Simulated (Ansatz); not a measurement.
# C₂H₈SSi₂: a ladder of functionals and wavefunction methods

One table from this session's results is given with a row withheld; the runs are named, their logs left out.

The runs use Ansatz 0.2.0, Gaussian basis; functionals in def2-TZVPP, the program's frozen cores in correlated methods.

The runs, in order: PBE-D4, r2SCAN-D4, PBE0-D4, B3LYP-D4, ωB97X-V, ωB97M-V, B2PLYP; CCSD(T)/def2-TZVPP; MP2/def2-QZVPP; extrapolation to the limit.

**Structure used throughout**

An earlier PBE0-D4 in a triple-zeta def2 set relaxation fixed the geometry.

SMILES `C=C[SiH2][SiH2]S`, 13 atoms, charge 0, spin multiplicity 1.

Atoms are counted from 1 here; the program's logs count them from 0.

Bond lengths: C1–C2 1.332 Å, C1–H6 1.086 Å, C1–H7 1.087 Å, C2–Si3 1.863 Å, C2–H8 1.089 Å, Si3–Si4 2.342 Å, Si3–H9 1.490 Å, Si3–H10 1.488 Å, Si4–S5 2.145 Å, Si4–H11 1.490 Å, Si4–H12 1.486 Å, S5–H13 1.346 Å. Angles: C2–C1–H6 121.8°, C2–C1–H7 122.1°, H6–C1–H7 116.1°, C1–C2–Si3 123.4°, C1–C2–H8 118.1°, Si3–C2–H8 118.4°, C2–Si3–Si4 107.0°, C2–Si3–H9 110.8°, C2–Si3–H10 109.3°, Si4–Si3–H9 111.1°, Si4–Si3–H10 109.0°, H9–Si3–H10 109.7°, Si3–Si4–S5 107.2°, Si3–Si4–H11 111.1°, Si3–Si4–H12 113.3°, S5–Si4–H11 111.7°, S5–Si4–H12 105.5°, H11–Si4–H12 108.0° and more.

Geometry (Å):

```xyz
13
charge 0, multiplicity 1
C    -1.2252    1.4853    1.0909
C    -1.0486    0.1705    0.9771
Si    0.6289   -0.6326    0.8735
Si    1.0119   -1.1300   -1.3828
S     0.6913    0.6776   -2.4922
H    -0.3860    2.1695    1.1801
H    -2.2140    1.9353    1.1100
H    -1.9321   -0.4611    0.8932
H     0.6781   -1.8648    1.7091
H     1.6634    0.3300    1.3387
H     0.1193   -2.2278   -1.8500
H     2.4158   -1.5269   -1.6661
H    -0.3825    1.0402   -1.7663
```

The first run:

in.yaml reads:

```yaml
crystal:
  periodic: [false, false, false]
  atoms:
    - {symbol: C, position_ang: [-1.225166, 1.485307, 1.090864]}
    - {symbol: C, position_ang: [-1.048641, 0.170467, 0.977070]}
    - {symbol: Si, position_ang: [0.628916, -0.632575, 0.873466]}
    - {symbol: Si, position_ang: [1.011919, -1.129971, -1.382847]}
    - {symbol: S, position_ang: [0.691337, 0.677557, -2.492245]}
    - {symbol: H, position_ang: [-0.385968, 2.169519, 1.180109]}
    - {symbol: H, position_ang: [-2.214027, 1.935300, 1.110025]}
    - {symbol: H, position_ang: [-1.932127, -0.461143, 0.893175]}
    - {symbol: H, position_ang: [0.678053, -1.864760, 1.709063]}
    - {symbol: H, position_ang: [1.663413, 0.329991, 1.338742]}
    - {symbol: H, position_ang: [0.119327, -2.227777, -1.850038]}
    - {symbol: H, position_ang: [2.415839, -1.526923, -1.666138]}
    - {symbol: H, position_ang: [-0.382477, 1.040210, -1.766348]}
basis:
  gaussian: {orbitals: def2-TZVPP}
hamiltonian: {xc: pbe, dispersion: d4}
output: {forces: true, orbitals: {seedname: orbitals}}
```

On the command line:

```console
ansatz run in.yaml --threads 4 --pin off --events-out ev --progress --plain --max-ram 10444MiB
```

Steps of the session up to this table: PBE-D4 (GGA); r2SCAN-D4 (meta-GGA); PBE0-D4 (hybrid); B3LYP-D4 (hybrid); ωB97X-V (range-separated); ωB97M-V (range-separated); B2PLYP (double hybrid); CCSD(T) in def2-TZVPP; MP2 in def2-QZVPP.

One of the session's tables, all rows but one given; the rest of the session is left out.

```
            method  atomisation energy (kcal/mol)
            PBE-D4                         1076.4
         r2SCAN-D4                         1070.3
           PBE0-D4                         1066.8
          B3LYP-D4                              ?
           ωB97X-V                         1073.6
           ωB97M-V                         1070.2
            B2PLYP                         1052.1
     HF/def2-TZVPP                          798.5
    MP2/def2-TZVPP                         1044.0
   CCSD/def2-TZVPP                         1025.9
CCSD(T)/def2-TZVPP                         1040.2
           MP2/CBS                         1072.0
       CCSD(T)/CBS                         1068.2
```

Q: Estimate the row for B3LYP-D4 from the others.

The run gave: atomisation energy (kcal/mol): 1067.1. In the column «atomisation energy (kcal/mol)» it lies between PBE0-D4 (1066.8) and CCSD(T)/CBS (1068.2).

Among the levels timed on like hardware and quicker than the yardstick, those that no quicker one beats, quickest first: PBE-D4 (3.6 s, +8.3 kcal/mol); PBE0-D4 (5.5 s, -1.4 kcal/mol); B3LYP-D4 (8.5 s, -1.0 kcal/mol).

B2PLYP carry no dispersion term (for B3LYP, D4 adds 13.3 kcal/mol).

Limits of these values: Free atoms (2 C, 2 Si, 1 S, 8 H) were run apart at each level; the atomisation energy is their sum less the molecule, without zero-point or spin-orbit terms.
